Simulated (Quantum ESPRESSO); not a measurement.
# Cd2S: single point with PBE

The system is Cd2S.

```
Cd S
1.0
     3.96267    0.00000    0.00000
    -1.98134    3.43177    0.00000
     0.00000    0.00000    5.80919
Cd S
2 1
Direct
  0.33333 0.66667 0.93272
  0.66667 0.33333 0.57873
  0.33333 0.66667 0.36571
```

The cell comes from a database or a generator and needn't be the stable form of this composition.

- Program: Quantum ESPRESSO 7.5
- Task: single point
- Functional: PBE
- Potentials or basis: SSSP 1.3 efficiency PBE
- Cutoff: 816 eV
- Density cutoff: 6531 eV
- k mesh: 8 × 8 × 5
- Occupations: fermi-dirac, width 0.05 eV
- Spin: no spin polarisation
- Mixing beta: 0.5
- Most SCF iterations: 120
- SCF threshold: 6e-10 Ry

* Pressure: -0.2 GPa
* Largest force: 0.054 eV/Å
* Band gap on the k mesh: 0.24 eV, indirect (least direct gap 0.57 eV)

Forces in eV/Å, atoms in the order of the input:
```
Cd   0.000  0.000  0.028
Cd   0.000  0.000 -0.054
S    0.000  0.000  0.026
```

Levels at points of the mesh, in eV from the valence-band top:
| k point | band 13 | band 14 | band 15 | band 16 | band 17 | band 18 |
| --- | --- | --- | --- | --- | --- | --- |
| (0.00, 0.00, 0.00) | -3.65 | -0.69 | -0.69 | 3.23 | 5.07 | 6.83 |
| (0.00, -0.50, 0.00) | -2.96 | -1.56 | -1.21 | 0.60 | 3.21 | 4.78 |

It took 39 s on 1 thread of AMD EPYC 9R45 96-Core Processor (Zen 5) (shared host), peak memory 0.43 GiB.

Caveat: an odd mesh through Γ misses points on the zone boundary, where band edges often lie. PBE gaps usually lie below the measured ones, often by a third to a half.
